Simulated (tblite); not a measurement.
# C7H12NP: the cost of one run

Programs: tblite 0.8.0 and PySCF 2.14.0, with density-fitted response routines of our own. Each step states its level of theory. These are calculated values for one molecule, in the gas phase or a continuum, unless marked as measured. Atoms are numbered from 0 throughout.

## (1) Starting geometry

21 atoms, charge 0, multiplicity 1; geometry from: force field or distance geometry start.

Bonds of the start (Å): C0–C1 1.48, C1–C2 1.51, C2–C3 1.35, C3–N4 1.30, N4–C5 1.48, C5–C6 1.50, N4–C7 1.34, C7–P8 1.86, P8–C2 1.68, C0–H9 1.13, C0–H10 1.12, C0–H11 1.12, C1–H12 1.15, C1–H13 1.10, C3–H14 1.12, C5–H15 1.12, C5–H16 1.11, C6–H17 1.10, C6–H18 1.12, C6–H19 1.11, C7–H20 1.09.

## (2) Geometry optimisation with GFN2-xTB

The job: settings as JSON, then the geometry in Å.

```
{"job": {"kind": "relax", "xc": "GFN2-xTB", "basis": "xTB"}, "charge": 0, "multiplicity": 1}
C     -2.936100    -1.359800    -0.457600
C     -2.655900    -0.068900     0.219000
C     -1.288400     0.501300    -0.089700
C     -0.146600     0.261400     0.584300
N      0.953700     0.835000     0.194600
C      2.250800     0.620000     0.868600
C      3.011400    -0.533800     0.284000
C      0.886600     1.644800    -0.868100
P     -0.911400     1.563500    -1.341500
H     -3.875500    -1.217700    -1.060600
H     -3.185500    -2.170200     0.278600
H     -2.110400    -1.712300    -1.122900
H     -2.698100    -0.270600     1.346500
H     -3.448300     0.664800     0.025500
H     -0.165400    -0.423600     1.474700
H      2.104600     0.462900     1.966600
H      2.829300     1.546700     0.691600
H      2.559500    -0.929900    -0.643000
H      3.063000    -1.380000     1.016000
H      4.068400    -0.228100     0.130700
H      1.685500     2.211400    -1.343000
```

On the command line:

```console
> OMP_NUM_THREADS=1 python probes_run.py task.json out
```

The driver reads the jobs from task.json and runs them one after another.

Q: Estimate the wall time and peak memory of this first job on 1 thread of Arm Neoverse N1, shared host.

About 1.7 s, with a peak of 0.18 GiB.
